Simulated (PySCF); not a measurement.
# CH3Cl3Ge: the cost of one run

Computed with PySCF 2.14.0. Level: levels as typed in each script, gas phase, geometry from GFN2-xTB.

**1. Where the work starts**

SMILES `C[Ge](Cl)(Cl)Cl`, 8 atoms, charge 0, spin multiplicity 1.

Bond lengths: C1–Ge2 2.002 Å, C1–H6 1.083 Å, C1–H7 1.085 Å, C1–H8 1.087 Å, Ge2–Cl3 2.130 Å, Ge2–Cl4 2.130 Å, Ge2–Cl5 2.130 Å. Angles: Ge2–C1–H6 109.5°, Ge2–C1–H7 109.5°, Ge2–C1–H8 109.4°, H6–C1–H7 109.6°, H6–C1–H8 109.5°, H7–C1–H8 109.4°, C1–Ge2–Cl3 111.0°, C1–Ge2–Cl4 111.1°, C1–Ge2–Cl5 111.0°, Cl3–Ge2–Cl4 107.9°, Cl3–Ge2–Cl5 107.9°, Cl4–Ge2–Cl5 107.9°.

As a file:

| atom | x (Å) | y (Å) | z (Å) |
| --- | --- | --- | --- |
| C1 | 0.0038 | 0.0000 | 2.2180 |
| Ge2 | 0.0000 | 0.0000 | 0.2158 |
| Cl3 | -0.1985 | 1.9780 | -0.5479 |
| Cl4 | -1.6146 | -1.1604 | -0.5468 |
| Cl5 | 1.8114 | -0.8175 | -0.5495 |
| H6 | 0.7891 | 0.6533 | 2.5789 |
| H7 | 0.1741 | -1.0084 | 2.5794 |
| H8 | -0.9575 | 0.3551 | 2.5803 |

**2. Density, bond paths and surface potential (B3LYP/def2-svpd)**

Input file input.py:

```python
import numpy as np
from pyscf import gto, scf, dft
from pyscf.scf import atom_ks, atom_hf
from scipy.linalg import block_diag

def solve(mol, dm0=None, hcore=None):
    mf = (dft.UKS if mol.spin else dft.RKS)(mol, xc='b3lyp')
    mf.grids.level = 3
    mf = mf.density_fit(auxbasis='def2-universal-jkfit')
    mf.conv_tol, mf.max_cycle = 1e-8, 80
    if hcore is not None:
        mf.get_hcore = lambda *args: hcore
    mf.kernel(dm0)
    if not mf.converged:
        mf = mf.newton().run(mf.mo_coeff, mf.mo_occ, max_cycle=30)
    assert mf.converged, 'SCF not converged'
    return mf

mol = gto.M(atom='''
C      0.00376     0.00000     2.21802
Ge     0.00001    -0.00002     0.21581
Cl    -0.19853     1.97804    -0.54792
Cl    -1.61459    -1.16044    -0.54682
Cl     1.81144    -0.81755    -0.54952
H      0.78909     0.65333     2.57890
H      0.17411    -1.00840     2.57937
H     -0.95750     0.35506     2.58027
''', basis='def2-svpd', charge=0, spin=0, verbose=4)
mf = solve(mol)
mf.analyze()
# spherically averaged free atoms, for the promolecule
atm = atom_ks.get_atm_nrks(mol, xc='b3lyp')
pro = block_diag(*[(atm[a[0]][2] * atm[a[0]][3]) @ atm[a[0]][2].T for a in mol._atom])
np.savez('result.npz', e=mf.e_tot, c=mf.mo_coeff, occ=mf.mo_occ, eps=mf.mo_energy, pro=pro, dip=mf.dip_moment(verbose=0), s2=mf.spin_square()[0])
```

Run with:

```
$ OMP_NUM_THREADS=1 python input.py
```

What time and memory should one allow on 1 thread of Arm Neoverse V2, shared host?

About 26 s, with a peak of 0.67 GiB.
